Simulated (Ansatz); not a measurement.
# GeCl2: a ladder of functionals and wavefunction methods

An exercise on one series of results from a longer session: the logs are not shown, and one member is left open.

Method: functionals in def2-TZVPP, the program's frozen cores in correlated methods; program: Ansatz 0.2.0, Gaussian basis.

Plan: LDA (SPW92), PBE-D4, revPBE-D4, BLYP-D4, r2SCAN-D4, B97M-V, PBE0-D4, B3LYP-D4, r2SCANh-D4, r2SCAN0-D4, HSE06-D4, BHLYP-D4, CAM-B3LYP-D4, LC-ωPBE, ωB97X-V, ωB97M-V, B2PLYP, PBE-QIDH; CCSD(T)/def2-SVP; CCSD(T)/def2-TZVPP; CCSD(T)/def2-QZVPP; extrapolation to the limit; RPA on PBE.

## The geometry

An earlier PBE0-D4 in a triple-zeta def2 set relaxation fixed the geometry.

SMILES `[Cl][Ge][Cl]`, 3 atoms, charge 0, spin multiplicity 1.

Atoms are counted from 1 here; the program's logs count them from 0.

Bond lengths: Cl1–Ge2 2.182 Å, Ge2–Cl3 2.182 Å. Angles: Cl1–Ge2–Cl3 100.0°.

The first run:

Contents of in.yaml:

```yaml
crystal:
  periodic: [false, false, false]
  atoms:
    - {symbol: Cl, position_ang: [-0.033769, -1.705492, 0.414289]}
    - {symbol: Ge, position_ang: [-0.429570, 0.039105, -0.834308]}
    - {symbol: Cl, position_ang: [0.452339, 1.601588, 0.406719]}
basis:
  gaussian: {orbitals: def2-TZVPP}
hamiltonian: {xc: lda}
output: {orbitals: {seedname: orbitals}}
```

Command:

```bash
ansatz run in.yaml --threads 4 --pin off --events-out ev --progress --plain --max-ram 10444MiB
```

Steps of the session up to this table: LDA; PBE-D4 (GGA); revPBE-D4 (GGA); BLYP-D4 (GGA); r2SCAN-D4 (meta-GGA); B97M-V (meta-GGA); PBE0-D4 (hybrid); B3LYP-D4 (hybrid); r2SCANh-D4 (hybrid); r2SCAN0-D4 (hybrid); HSE06-D4 (hybrid); BHLYP-D4 (hybrid); CAM-B3LYP-D4 (range-separated); LC-ωPBE (range-separated); ωB97X-V (range-separated); ωB97M-V (range-separated); B2PLYP (double hybrid); PBE-QIDH (double hybrid).

One table of the session follows, with a row left open; its other results are not shown here.

It belongs to the step «Frontier levels by functional». 

| functional | HOMO (eV) | LUMO (eV) | gap (eV) |
| --- | --- | --- | --- |
| LDA (SPW92) | -7.17 | -4.03 | 3.14 |
| PBE-D4 | -6.99 | -3.79 | 3.20 |
| revPBE-D4 | -6.93 | -3.70 | 3.23 |
| BLYP-D4 | -6.85 | -3.68 | 3.18 |
| r2SCAN-D4 | -7.30 | -3.79 | 3.51 |
| B97M-V | -7.26 | -3.67 | 3.59 |
| PBE0-D4 | ? | ? | ? |
| B3LYP-D4 | -7.91 | -3.28 | 4.64 |
| r2SCANh-D4 | -7.70 | -3.50 | 4.20 |
| r2SCAN0-D4 | -8.31 | -3.08 | 5.23 |
| HSE06-D4 | -7.71 | -3.45 | 4.27 |
| BHLYP-D4 | -9.09 | -2.25 | 6.84 |
| CAM-B3LYP-D4 | -9.37 | -2.06 | 7.31 |
| LC-ωPBE | -10.63 | -0.98 | 9.65 |
| ωB97X-V | -10.30 | -1.04 | 9.26 |
| ωB97M-V | -10.17 | -1.11 | 9.07 |

**Question.** Estimate the row for PBE0-D4.

The run gave: HOMO (eV): -8.11; LUMO (eV): -3.07; gap (eV): 5.03. In the column «HOMO (eV)» it lies between r2SCAN0-D4 (-8.31) and B3LYP-D4 (-7.91).
